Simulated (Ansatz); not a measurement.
# Cl2GaH6NSi: the cost of one run

Program: Ansatz 0.2.0. Level of theory: RKS LDA/def2-SVP. These are calculated values, not measurements.

## 1. The starting structure

Bond lengths: Ga1–N2 2.280 Å, N2–H3 1.060 Å, N2–H4 1.060 Å, Ga1–Cl5 2.240 Å, Ga1–Cl6 2.240 Å, Ga1–Si7 2.630 Å, Si7–H8 1.460 Å, Si7–H9 1.460 Å, Si7–H10 1.460 Å. Angles (14 of 15 angles, heavy atoms first): N2–Ga1–Cl5 120.0°, N2–Ga1–Cl6 120.0°, N2–Ga1–Si7 71.6°, Cl5–Ga1–Cl6 120.0°, Cl5–Ga1–Si7 114.2°, Cl6–Ga1–Si7 84.6°, Ga1–N2–H3 120.0°, Ga1–N2–H4 120.0°, Ga1–Si7–H8 109.5°, Ga1–Si7–H9 109.5°, Ga1–Si7–H10 109.5°, H3–N2–H4 120.0°, H8–Si7–H9 109.4°, H8–Si7–H10 109.4°.

As a file:

```xyz
11

Ga    0.0000    0.0000    0.0000
N     0.0000    0.0000    2.2800
H    -0.8770   -0.2713    2.8100
H     0.8770    0.2713    2.8100
Cl    1.9398    0.0000   -1.1200
Cl   -1.9398    0.0000   -1.1200
Si   -0.7652    2.3756    0.8293
H    -2.1097    2.6552    0.3335
H    -0.7699    2.4041    2.2890
H     0.1585    3.3883    0.3264
H    -0.3953    1.2273    2.0507
```

## 2. Pulling towards end A

Springs on the bonds that form and break draw the guess towards this end; the thresholds are loose.

input.yaml reads:

```yaml
crystal:
  periodic: [false, false, false]
  atoms:
    - { symbol: Ga, position_ang: [0.0, 0.0, 0.0] }
    - { symbol: "N", position_ang: [0.0, 0.0, 2.28] }
    - { symbol: H, position_ang: [-0.877, -0.2713, 2.81] }
    - { symbol: H, position_ang: [0.877, 0.2713, 2.81] }
    - { symbol: Cl, position_ang: [1.9398, 0.0, -1.12] }
    - { symbol: Cl, position_ang: [-1.9398, 0.0, -1.12] }
    - { symbol: Si, position_ang: [-0.7652, 2.3756, 0.8293] }
    - { symbol: H, position_ang: [-2.1097, 2.6552, 0.3335] }
    - { symbol: H, position_ang: [-0.7699, 2.4041, 2.289] }
    - { symbol: H, position_ang: [0.1585, 3.3883, 0.3264] }
    - { symbol: H, position_ang: [-0.3953, 1.2273, 2.0507] }
basis:
  gaussian: { orbitals: def2-SVP }
hamiltonian:
  xc: lda
relax:
  f_tol: 0.15
  max_steps: 25
  restrain:
    - { distance: [0, 6], at: 3.53, k: 30.0 }
    - { distance: [10, 1], at: 2.26, k: 30.0 }
    - { distance: [0, 1], at: 1.93, k: 30.0 }
    - { distance: [10, 6], at: 1.46, k: 30.0 }
output:
  orbitals: {}
```

Command:

```console
ansatz run input.yaml --threads 4 --pin off --max-ram 5120MiB --backend cpu --events-out ev --progress --plain --runs-dir out
```

Q: Estimate wall time and peak memory on 4 threads of Intel Xeon at 2.60GHz (Ice Lake), shared host.

About 11 s, with a peak of 0.22 GiB.
